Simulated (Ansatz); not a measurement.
Mn₃SnN, space group Pm-3m: a convergence test of the k-point mesh, run with Ansatz 0.2.0, Python API.

Script `kconv.py`:
```python
'''Convergence of Mn3SnN with the k-point mesh.'''

import csv
import warnings

import ansatz as az

FUNCTIONAL = 'pbesol'
FILLING = 'fermi_dirac'
SCF_TOL = 1e-10


def main() -> None:
    warnings.simplefilter('ignore', az.DeckWarning)

    lattice = az.Lattice.of(
        (3.878941, 0.0, 0.0),
        (0.0, 3.878941, 0.0),
        (0.0, 0.0, 3.878941),
    )
    sites = [
        ('Mn', (0.0, 0.5, 0.5)),
        ('Mn', (0.5, 0.5, 0.0)),
        ('Mn', (0.5, 0.0, 0.5)),
        ('Sn', (0.0, 0.0, 0.0)),
        ('N', (0.5, 0.5, 0.5)),
    ]
    system = az.Crystal(lattice=lattice)
    for symbol, position in sites:
        system = system.atom(symbol, position)
    system = system.moments(Mn=4)

    setup = (
        system.calculation()
        .functional(FUNCTIONAL)
        .occupations(FILLING)
        .spin('collinear')
        .scf(tolerance=SCF_TOL)
    )

    rows = []
    for value in [(2, 2, 2), (3, 3, 3), (4, 4, 4), (5, 5, 5), (6, 6, 6), (7, 7, 7)]:
        report = setup.kpoints(*value).run().report
        rows.append((value, report['free_energy_ev'] / len(report['lattice']['sites']), report['n_iterations'], report['magnetization_mub'], report['n_kpoints']))

    with open('kconv.csv', 'w', newline='') as handle:
        writer = csv.writer(handle)
        writer.writerow(['mesh', 'F/atom (eV)', 'iterations', 'moment (muB)', 'k-points'])
        writer.writerows([round(v, 5) if isinstance(v, float) else v for v in row] for row in rows)

    # differences from the last row
    for row in rows[:-1]:
        shift = 1000 * (row[1] - rows[-1][1])
        print(f'{row[0]}: {shift:+.2f} meV/atom' + ('  (within 1 meV)' if abs(shift) < 1 else ''))


if __name__ == '__main__':
    main()
```

From which mesh on is the energy per atom within 1 meV of the last row, and how does it get there?

From 6×6×6 on it stays within 1 meV an atom of the value at 7×7×7; the first row (2×2×2) is off by 120.4 meV and the last but one by 0.12 meV. That rests on few rows after larger swings, so the series isn't shown to be converged. This holds for F at a smearing of 0.1 eV; a narrower one needs a denser mesh. It goes up and down, since the sum over k-points isn't variational. The last run costs about 1.3 times the first.

The run itself:

`python kconv.py` gives:
```text
(2, 2, 2): +120.35 meV/atom
(3, 3, 3): +23.94 meV/atom
(4, 4, 4): +0.51 meV/atom  (within 1 meV)
(5, 5, 5): +1.12 meV/atom
(6, 6, 6): +0.12 meV/atom  (within 1 meV)
```

`kconv.csv`, as written:
```csv
mesh,F/atom (eV),iterations,moment (muB),k-points
"(2, 2, 2)",-3587.03872,15,5.79921,4
"(3, 3, 3)",-3587.13513,16,3.01065,4
"(4, 4, 4)",-3587.15855,15,2.87778,10
"(5, 5, 5)",-3587.15795,16,2.82734,10
"(6, 6, 6)",-3587.15894,15,2.82035,20
"(7, 7, 7)",-3587.15907,15,2.80868,20
```

Reading the output:
- Other magnetic orders than the one started from may lie lower.
- A row within the bound is followed by one outside it, so the series isn't shown to be converged.
- This cell is a computed structure, which may not be the phase found in nature.
- Shifts are counted from the finest mesh, which is itself no proven limit.
- Timing: 70 s on 1 thread of Arm Neoverse V2, with other jobs on the host, peak memory 0.52 GiB.
